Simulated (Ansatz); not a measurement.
BiTe:

```
Bi Te
1.0
     2.42271    1.39875    3.31729
    -2.42271    1.39875    3.31729
     0.00000   -2.79750    3.31729
Bi Te
1 1
Direct
  0.50000 0.50000 0.50000
  0.00000 0.00000 0.00000
```

The cell comes from a database or a generator and needn't be the stable form of this composition.

Program: Ansatz 0.2.0. Alike in all runs: level PBE; potentials or basis Ansatz PAW; cell as given; cutoff (eV) 420. Hardware: 2 threads of Intel(R) Xeon(R) Processor @ 2.50GHz (Skylake/Cascade Lake) (shared host).

Problem. Order these runs on this cell by their wall time, lowest first.
A. task single point; spin off; k mesh 7 × 7 × 7; smearing gaussian 0.027 eV
B. task band structure; spin SOC, no magnetisation; k mesh 5 × 5 × 5; smearing fermi-dirac 0.05 eV; points for each segment of the path 14
C. task band structure; spin off; k mesh 7 × 7 × 7; smearing fermi-dirac 0.05 eV; points for each segment of the path 14

Solution. A (5 s), C (10 s), B (44 s).
